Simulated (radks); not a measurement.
# Taking charge from the 5s level of Cs in fractions

An exercise on one series of results from a longer session: the logs are not shown, and one member is left open.

Method: Dirac Kohn-Sham, BLYP, spin-unpolarised, spherical densities, finite nucleus. Code: radks (a radial shooting solver on a logarithmic mesh, Libxc functionals) version 1.

**Starting point**

| Property | Result |
| --- | --- |
| element | caesium (Z = 55) |
| charge | 0 |
| electrons | 55 |
| configuration | [Xe] 6s1 |
| nuclear rms radius | 4.8041 fm |

Outer shells as boxes (Hund's rule):

Cs
```
[Xe] core
6s [↑ ]
```

Set-up of the first run:

The run's settings:

```text
Z 55
configuration [Xe] 6s1
relativity Dirac
functional b88,lyp
spin unpolarised
j_filling energy
nucleus finite rms 4.8041 fm
c 137.035999084
```

Steps of the session up to this table: Start: [Xe] 6s1.

One table of the session follows, with a row left open; its other results are not shown here.

It belongs to the step «Start: [Xe] 6s1». Sizes of the orbitals, from the radial functions (bohr):

| level | <r> | outermost maximum (interpolated) | 90 % within | nodes |
| --- | --- | --- | --- | --- |
| 4p1/2 | ? | ? | ? | ? |
| 4p3/2 | 0.7483 | 0.681 | 1.09 | 2 |
| 4d3/2 | 0.8311 | 0.716 | 1.26 | 1 |
| 4d5/2 | 0.8415 | 0.724 | 1.27 | 1 |
| 5s1/2 | 1.740 | 1.54 | 2.52 | 4 |
| 5p1/2 | 2.025 | 1.73 | 3.00 | 3 |
| 5p3/2 | 2.126 | 1.80 | 3.16 | 3 |
| 6s1/2 | 5.617 | 4.66 | 8.41 | 5 |

**Question.** Estimate the row for 4p1/2.

**Answer.** <r>: 0.7206; outermost maximum (interpolated): 0.657; 90 % within: 1.05; nodes: 2. In the column «<r>» it is the lowest.
